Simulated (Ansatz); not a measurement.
# KTe: vertical and adiabatic energies of changing the electron count, by script

Wanted for KTe: vertical and adiabatic energies of changing the electron count.

Computed with Ansatz 0.2.0, driven from Python. Level of theory: CAM-B3LYP/def2-TZVP.

## Step 1: Starting point

Bond lengths: K1–Te2 3.265 Å.

kte.xyz, read by the script:

```xyz
2

K     0.00000    0.00000    0.00000
Te    0.00000    0.00000    3.26500
```

## Step 2: Script

adiabatic.py reads:

```python
import itertools

import ansatz as az
from ase.data import atomic_numbers, covalent_radii
import numpy as np

mol = az.Crystal.molecule_from_extxyz('kte.xyz')

setup = (
    mol.calculation()
    .basis(gaussian='def2-TZVP')
    .functional('cam_b3lyp')
    .spin('collinear', total=1)
    .accuracy('medium')
)
symbols = [site.symbol for site in mol.cartesian_sites]
start = np.array([site.position_ang for site in mol.cartesian_sites], dtype=float)
rep = setup.relax(force_tolerance=0.01).run(threads=1).report
end = np.array(rep['positions_ang'])

minimum = az.Crystal.molecule()
for symbol, place in zip(symbols, end):
    minimum = minimum.atom(symbol, place.tolist())
ion = (
    minimum.calculation()
    .basis(gaussian='def2-TZVP')
    .functional('cam_b3lyp')
    .accuracy('medium')
    .charge(1)
)
vertical = ion.run(threads=1).report
settled = ion.relax(force_tolerance=0.01, max_steps=80).run(threads=1).report
print(f'vertical ionisation energy   {vertical["free_energy_ev"] - rep["free_energy_ev"]:.3f} eV')
print(f'adiabatic, no zero point     {settled["free_energy_ev"] - rep["free_energy_ev"]:.3f} eV')
print(f'relaxation energy of the ion {vertical["free_energy_ev"] - settled["free_energy_ev"]:.3f} eV')
ionised = np.array(settled['positions_ang'])
radius = [covalent_radii[atomic_numbers[s]] for s in symbols]
span = lambda where, i, j: np.linalg.norm(where[i] - where[j])
bonded = [(i, j) for i, j in itertools.combinations(range(len(symbols)), 2) if min(span(end, i, j), span(ionised, i, j)) < 1.2 * (radius[i] + radius[j])]
print('pair        before    after (A)')
for i, j in bonded:
    print(f'{symbols[i]}{i}-{symbols[j]}{j}'.ljust(10), f'{span(end, i, j):8.4f} {span(ionised, i, j):8.4f}')
```

## Step 3: The input behind the calls

The package turns the script's settings into the engine's input (first run):

```yaml
crystal:
  periodic: [false, false, false]
  atoms:
    - { symbol: K, position_ang: [0.0, 0.0, 0.0] }
    - { symbol: Te, position_ang: [0.0, 0.0, 3.265] }
accuracy: medium
basis:
  gaussian:
    orbitals: def2-TZVP
hamiltonian:
  xc: cam_b3lyp
magnetization:
  spin_polarized: true
  initial_magnetization: 1.0
relax:
  f_tol: 0.01
```

## Step 4: Launch

Launch:

```bash
$ python adiabatic.py
```

Q: Predict the main results. Wanted: vertical ionisation energy; adiabatic ionisation energy, no zero point.

The runs gave:

```
                                  quantity     value
                vertical ionisation energy  7.686 eV
adiabatic ionisation energy, no zero point  7.544 eV
                             runs compared         3
```

What this shows: The ionisation energy is a difference of two total energies at the neutral geometry; letting the ion relax lowers it by 0.14 eV. Run 1: After 3 moves the largest shift is 0.043 Å. Run 3: After 5 moves the largest shift is 0.216 Å. Reading the output:
- The energies are electronic: no zero-point or thermal terms, and the basis set is short of its limit. The product may relax into another structure. The relaxation finds the nearest minimum, so the adiabatic value is an upper bound.
- def2 sets replace the cores of elements past krypton by effective core potentials.
- The species is open-shell (spin multiplicity 2).
- Only the spin states typed were run; another state of an ion can lie lower, by up to an eV or two.
- The spin state was assumed, and another may lie lower.
